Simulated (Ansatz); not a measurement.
# BFH2SeTe: the cost of one run

Computed with Ansatz 0.2.0, driven from Python. Level of theory: Hartree-Fock/def2-SVP.

## (1) The system

Bond lengths: F1–B2 1.482 Å, B2–Se3 2.003 Å, B2–Te4 2.141 Å, Se3–H5 1.536 Å, Te4–H6 1.725 Å. Angles: F1–B2–Se3 119.0°, F1–B2–Te4 122.4°, Se3–B2–Te4 118.6°, B2–Se3–H5 91.3°, B2–Te4–H6 93.3°.

No structure file is read: the coordinates are typed or built in the script.

## (2) The code

Contents of scan.py:

```python
'''Stretching a bond of BFH2SeTe, the rest held rigid.'''

import warnings

import ansatz as az
import matplotlib.pyplot as plt
import numpy as np

GEOMETRY = '''
F     0.60990   -0.92260    1.70220
B     0.06860   -0.63960    0.35220
Se    1.29360   -0.75810   -1.22830
Te   -1.97100   -0.07540    0.02850
H     1.67420    0.72310   -1.08740
H    -1.63320    1.60860    0.18650
'''


def main() -> None:
    warnings.simplefilter('ignore', az.DeckWarning)

    geometry = az.Crystal.molecule()
    for line in GEOMETRY.strip().splitlines():
        symbol, *xyz = line.split()
        geometry = geometry.atom(symbol, [float(v) for v in xyz])

    symbols = [site.symbol for site in geometry.cartesian_sites]
    start = np.array([site.position_ang for site in geometry.cartesian_sites])
    axis = (start[5] - start[3]) / np.linalg.norm(start[5] - start[3])
    moving = [5]
    lengths, energies = [1.47, 1.59, 1.72, 1.9, 2.16, 2.59, 3.1, 3.79], []
    for length in lengths:
        xyz = start.copy()
        xyz[moving] += (length - np.linalg.norm(start[5] - start[3])) * axis
        point = az.Crystal.molecule()
        for symbol, place in zip(symbols, xyz):
            point = point.atom(symbol, place.tolist())
        job = (
            point.calculation()
            .basis(gaussian='def2-SVP')  # atom-centred Gaussian functions
            .functional('hf')
            .spin('collinear')  # spin-polarised run
        )
        data = job.run(threads=1).report
        energies.append(data['free_energy_ev'])
        print(f'r = {length:6.3f} A  E = {energies[-1]:.5f} eV  <S^2> = {abs(data["mean_field"]["state"]["spin_squared"]):.3f}')

    print('energy above the lowest point (eV):', [round(e - min(energies), 3) for e in energies])
    plt.figure(figsize=(4.5, 3))
    plt.plot(lengths, np.array(energies) - min(energies), 'o-')
    plt.xlabel('bond length (A)')
    plt.ylabel('E - E(min) (eV)')
    plt.tight_layout()
    plt.savefig('scan.png', dpi=100)


if __name__ == '__main__':
    main()
```

## (3) The calls as engine input

The package turns the script's settings into the engine's input (first run):

```yaml
crystal:
  periodic: [false, false, false]
  atoms:
    - { symbol: F, position_ang: [0.6099, -0.9226, 1.7022] }
    - { symbol: B, position_ang: [0.0686, -0.6396, 0.3522] }
    - { symbol: Se, position_ang: [1.2936, -0.7581, -1.2283] }
    - { symbol: Te, position_ang: [-1.971, -0.0754, 0.0285] }
    - { symbol: H, position_ang: [1.6742, 0.7231, -1.0874] }
    - { symbol: H, position_ang: [-1.6831019727259828, 1.3598287682932062, 0.16315923122941006] }
basis:
  gaussian:
    orbitals: def2-SVP
hamiltonian:
  xc: hf
magnetization:
  spin_polarized: true
```

## (4) Launch

Run with:

```bash
$ python scan.py
```

**Question.** How long does this script take on 1 thread of Arm Neoverse V1, shared host, and how much memory does it need?

About 91 s, with a peak of 0.48 GiB.
